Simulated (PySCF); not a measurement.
# BeS2: relaxation and vibrations of the singlet

Aim: relax BeS2 as a singlet from a end-on start, check by its vibrations whether the end is a minimum, and collect its spectrum and constants.

The runs use PySCF 2.14.0; PBE0, basis Be def2-TZVP, S def2-TZVP, no relativity, density fitting.

## 1. The system as given

3 atoms, charge 0, spin multiplicity 1.

Bond lengths: Be1–S2 2.111 Å, S2–S3 2.047 Å. Angles: Be1–S2–S3 119.9°.

Z-matrix (Å, degrees; charge 0 multiplicity 1):
```
Be
S  1 2.1115
S  2 2.0470 1 119.89
```

## 2. The SCF at the typed geometry

One driver script runs all steps and calls PySCF; scf.py shows how it sets up the SCF of each step. The optimiser is the driver's own. After this first run the driver tries any further starts and a stability analysis.

File scf.py:

```python
from pyscf import gto, scf, dft
mol = gto.M(atom='''
Be     0.000000     0.000000     0.000000
S      0.000000     0.000000     2.111500
S      1.774800     0.000000     3.131500''',
    basis={'Be': 'def2-TZVP', 'S': 'def2-TZVP'},
    charge=0, spin=0)
mf = dft.RKS(mol, xc='PBE0')
mf.grids.atom_grid = (50, 194)
aux = {'Be': 'def2-universal-JKFIT', 'S': 'def2-universal-JKFIT'}
mf = mf.density_fit(auxbasis=aux)
mf.conv_tol = 1e-08
mf.diis_space = 10
mf.max_cycle = 60
mf.init_guess = 'minao'
mf.verbose = 4
mf.kernel()
```

On the command line:

```console
OMP_NUM_THREADS=2 python axn.py task.json out
```

The log of the run, shortened:

```text
[... the frontier levels of the middle cycles are left out ...]
init E= -810.928495265299
  HOMO = -0.237600060307631  LUMO = -0.170568469945827  gap/eV = 1.82402
cycle= 1 E= -810.608387744123  delta_E= 0.32  |g|= 0.453  |ddm|= 1.76
  HOMO = -0.159809211805556  LUMO = -0.151357023541319  gap/eV = 0.23000
cycle= 2 E= -806.832302399115  delta_E= 3.78  |g|= 2.49  |ddm|= 2.85
  HOMO = -0.155293836371098  LUMO = -0.151069510570189  gap/eV = 0.11495
cycle= 3 E= -810.409194329788  delta_E= -3.58  |g|= 0.839  |ddm|= 2.17
cycle= 4 E= -810.725235933118  delta_E= -0.316  |g|= 0.273  |ddm|= 0.67
cycle= 5 E= -810.751554405001  delta_E= -0.0263  |g|= 0.137  |ddm|= 0.173
cycle= 6 E= -810.758775394054  delta_E= -0.00722  |g|= 0.0625  |ddm|= 0.106
cycle= 7 E= -810.760455784286  delta_E= -0.00168  |g|= 0.0207  |ddm|= 0.108
cycle= 8 E= -810.760696949744  delta_E= -0.000241  |g|= 0.003  |ddm|= 0.0274
cycle= 9 E= -810.760700904707  delta_E= -3.95e-06  |g|= 0.000961  |ddm|= 0.00278
cycle= 10 E= -810.760701340506  delta_E= -4.36e-07  |g|= 0.000257  |ddm|= 0.001
cycle= 11 E= -810.76070137347  delta_E= -3.3e-08  |g|= 7.91e-05  |ddm|= 0.00031
cycle= 12 E= -810.760701376883  delta_E= -3.41e-09  |g|= 2.04e-05  |ddm|= 0.000108
  HOMO = -0.215714916147672  LUMO = -0.167919812948554  gap/eV = 1.30057
Extra cycle  E= -810.760701374194  delta_E= 2.69e-09  |g|= 7.72e-05  |ddm|= 0.000115
converged SCF energy = -810.760701374194
```

This step, with its further starts and checks, needed 9.7 s of wall time on 2 threads of Intel Xeon Platinum 8175M at 2.50GHz (Skylake/Cascade Lake), shared host.

Energies from each starting density:

| start | energy (Eh) |
| --- | --- |
| the minimal-basis guess | -810.760701 |
| a thermally smeared density | -810.760701 |
| a smeared PBE density | -810.760701 |

No lower closed-shell solution turned up from the other starts or in the test of internal stability.

## 3. Relaxation: end-on start, singlet

The program finds Cs symmetry in the start, which this walk keeps.

Edit scf.py of step 2 so:

```diff
@@ -3,3 +3,3 @@
-Be     0.000000     0.000000     0.000000
-S      0.000000     0.000000     2.111500
-S      1.774800     0.000000     3.131500''',
+Be    -0.777781     0.000000    -2.297670
+S     -0.777781     0.000000    -0.186170
+S      0.997019     0.000000     0.833830''',
@@ -15 +14,0 @@
-mf.init_guess = 'minao'
```

Energy and gradient, step by step:

| step | energy (Eh) | change (kJ/mol) | largest symmetric gradient (Eh/bohr) |
| --- | --- | --- | --- |
| 0 | -810.760701 | 0.00 | 0.02699 |
| 1 | -810.767085 | -16.76 | 0.01760 |
| 2 | -810.769060 | -21.95 | 0.00966 |
| 3 | -810.769385 | -22.80 | 0.00236 |
| 4 | -810.769402 | -22.84 | 0.00028 |
| 5 | -810.769402 | -22.84 | 0.00007 |

The walk took 9.5 s.

Geometry (Å) and forces (eV/Å) at some steps:

```
step 0
Be  -0.778   0.000  -2.298   0.201   0.000   1.388
S   -0.778   0.000  -0.186   1.169   0.000  -0.361
S    0.997   0.000   0.834  -1.369   0.000  -1.027
step 1
Be  -0.739   0.000  -2.224   0.093   0.000   0.905
S   -0.772   0.000  -0.188  -0.046   0.000  -0.751
S    0.953   0.000   0.762  -0.047   0.000  -0.154
step 3
Be  -0.692   0.000  -2.135   0.007   0.000  -0.021
S   -0.809   0.000  -0.215  -0.121   0.000  -0.032
S    0.942   0.000   0.699   0.114   0.000   0.053
step 5
Be  -0.689   0.000  -2.134   0.000   0.000  -0.002
S   -0.815   0.000  -0.214   0.002   0.000   0.004
S    0.945   0.000   0.697  -0.002   0.000  -0.001
```

After 5 steps and 22.8 kJ/mol it ends at Cs: Be–S 1.924 Å, S–S 1.981 Å; Be–S–S 113.6°.

## 4. Hessian and properties

On the finer grid the gradient is checked again; gradients at displacements of ±0.02 bohr then give force constants and infrared intensities.

Edit scf.py of step 3 so:

```diff
@@ -3,3 +3,3 @@
-Be    -0.777781     0.000000    -2.297670
-S     -0.777781     0.000000    -0.186170
-S      0.997019     0.000000     0.833830''',
+Be    -0.661177     0.000000    -2.082170
+S     -0.786422     0.000000    -0.162138
+S      0.972905     0.000000     0.749136''',
@@ -9 +9 @@
-mf.grids.atom_grid = (50, 194)
+mf.grids.atom_grid = (75, 302)
@@ -12 +12 @@
-mf.conv_tol = 1e-08
+mf.conv_tol = 1e-10
```

This SCF starts from the last density.

SCF at the final geometry:

```text
init E= -810.769416811346
  HOMO = -0.211825886503981  LUMO = -0.164321375768136  gap/eV = 1.29266
cycle= 1 E= -810.769416810798  delta_E= 5.48e-10  |g|= 3.41e-05  |ddm|= 5.52e-05
  HOMO = -0.21183627112832  LUMO = -0.164318933863349  gap/eV = 1.29301
cycle= 2 E= -810.769416799009  delta_E= 1.18e-08  |g|= 0.000158  |ddm|= 0.000254
  HOMO = -0.211827800670633  LUMO = -0.164320974862704  gap/eV = 1.29273
cycle= 3 E= -810.769416811378  delta_E= -1.24e-08  |g|= 1.27e-06  |ddm|= 0.000208
  HOMO = -0.211827762469174  LUMO = -0.16432096057904  gap/eV = 1.29273
cycle= 4 E= -810.769416811376  delta_E= 1.25e-12  |g|= 9.7e-08  |ddm|= 1.18e-06
  HOMO = -0.211827748821246  LUMO = -0.164320954364662  gap/eV = 1.29273
Extra cycle  E= -810.769416811375  delta_E= 1.59e-12  |g|= 1.42e-07  |ddm|= 2.07e-07
converged SCF energy = -810.769416811375
```

The whole step took 37 s.

Geometry: Cs; Be–S 1.924 Å, S–S 1.981 Å; Be–S–S 113.7°.

Harmonic modes (main isotopes):

| symmetry | ω (cm⁻¹) | IR (km/mol) | μ (u) |
| --- | --- | --- | --- |
| a' | 203 | 17.9 | 12.95 |
| a' | 581 | 50.4 | 31.46 |
| a' | 651 | 35.9 | 10.66 |

All wavenumbers are real: a minimum.

Properties at this point:

* Dipole moment: 4.44 D
* Highest occupied level: -5.76 eV
* Lowest empty level: -4.47 eV
* Rotational constants: 1.048, 0.1761, 0.1507 cm⁻¹
* Zero-point energy: 8.6 kJ/mol
* Principal polarisabilities: 52.4, 81.3, 160.4 bohr³
* Atomisation energy without zero-point energy: 489 kJ/mol
* Principal traceless quadrupole moments about the centre of mass: -7.07, -3.18, 10.25 D Å
* Entropy at 298.15 K and 1 bar: 273.4 J/(mol K)
* Heat capacity Cp at 298.15 K: 49.3 J/(mol K)
* Enthalpy at 298.15 K above 0 K: 12.17 kJ/mol
* Rotational symmetry number: 1

Populations by atom (charges in e):

```
atom  Mulliken  Löwdin  polar tensor  Mayer order to Be1
 Be1      0.23   -0.05          0.15                   –
  S2      0.05    0.23          0.16                1.51
  S3     -0.28   -0.18         -0.31                0.65
```

Outer orbital energies (eV). occupied: -113.31, -21.98, -16.88, -11.10, -9.87, -9.26, -6.34, -5.76; empty: -4.47, -2.16, -1.32, 0.55.

Mulliken populations on Be1: s 3.05, p 0.65, d 0.07.

## 5. Stability of the closed shell

At the lowest minimum the closed shell is tested against spin polarisation, on the (50, 194) grid. It is unstable: an open-shell solution lies lower. That solution was not followed to a minimum here.

## 6. What came out

| quantity | value |
| --- | --- |
| minimum | singlet, Cs (closed shell, unstable towards spin polarisation) |
| geometry | Be–S 1.924 Å, S–S 1.981 Å; Be–S–S 113.7° |
| wavenumbers (cm⁻¹) | 203 (a'), 581 (a'), 651 (a') |
| dipole moment | 4.44 D |
| highest occupied, lowest empty level | -5.76, -4.47 eV |
| polar-tensor charge of Be1 | +0.15 e |
| zero-point energy | 8.6 kJ/mol |

In words: The end-on start keeps its Cs symmetry and ends in a minimum. The strongest infrared band lies at 581 cm⁻¹ (a'). Other starts or spin states, not run here, may lie lower. The small gap makes a closed-shell description doubtful. The closed shell proved unstable towards spin polarisation, so a lower open-shell solution exists.

The search up to here needed 62 s of wall time on 2 threads of Intel Xeon Platinum 8175M at 2.50GHz (Skylake/Cascade Lake), shared host.
